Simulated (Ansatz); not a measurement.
# SiF: the cost of one run

Method: DFT PBE, scalar-relativistic, plane waves, PAW, unless a step names another level, in Ansatz 0.2.0.

### 1 The structure to begin with

The structure is trigonal, space group P-3m1 (No. 164). The conventional cell has a = 3.971 Å, b = 3.971 Å, c = 6.261 Å, α = 90.00°, β = 90.00°, γ = 120.00°. Around Si (site symmetry 3m) lie 1 F at 1.63 Å. F (site symmetry 3m) has 1 Si at 1.63 Å in its first shell of neighbours.

Coordinates:

```
Si F
1.0
     3.97083    0.00000    0.00000
    -1.98542    3.43884    0.00000
     0.00000    0.00000    6.26062
Si F
2 2
Cartesian
  1.9854 1.1463 5.9117
  0.0000 2.2926 0.3490
  1.9854 1.1463 4.2842
  0.0000 2.2926 1.9765
```

It came out lowest among 18 distinct ends of the trial cells. At a tolerance of 0.02 Å it has space group P-3m1 (No. 164).

### 2 A stricter relaxation, on the response runs' mesh and smearing

Input file input.yaml:

```yaml
crystal:
  lattice:
    - [3.9708338427, 0.0, 0.0]
    - [-1.9854169214, 3.4388429819, 0.0]
    - [0.0, 0.0, 6.2606157956]
  atoms:
    - { symbol: Si, position: [0.6666666667, 0.3333333333, 0.9442615267] }
    - { symbol: Si, position: [0.3333333333, 0.6666666667, 0.0557384733] }
    - { symbol: F, position: [0.6666666667, 0.3333333333, 0.6843038551] }
    - { symbol: F, position: [0.3333333333, 0.6666666667, 0.3156961449] }
basis:
  ecutwfc: 420
kpoints:
  mp_grid: { grid: [12, 12, 6] }
hamiltonian:
  xc: pbe
scf:
  occupations: { method: fixed }
output:
  forces: true
  stress: true
  eigenvalues: true
relax:
  adjacent_minimum: "off"
  f_tol: 0.001
  max_steps: 60
  cell: { stress_tol: 0.01 }
```

The run is started by

```bash
> ansatz run input.yaml --threads 3 --pin off --max-ram 7680MiB --backend cpu --events-out ev --progress --plain --runs-dir out
```

What time and memory should one allow on 3 threads of Intel Xeon 6975P-C (Granite Rapids), shared host?

About 17 s, with a peak of 0.48 GiB.
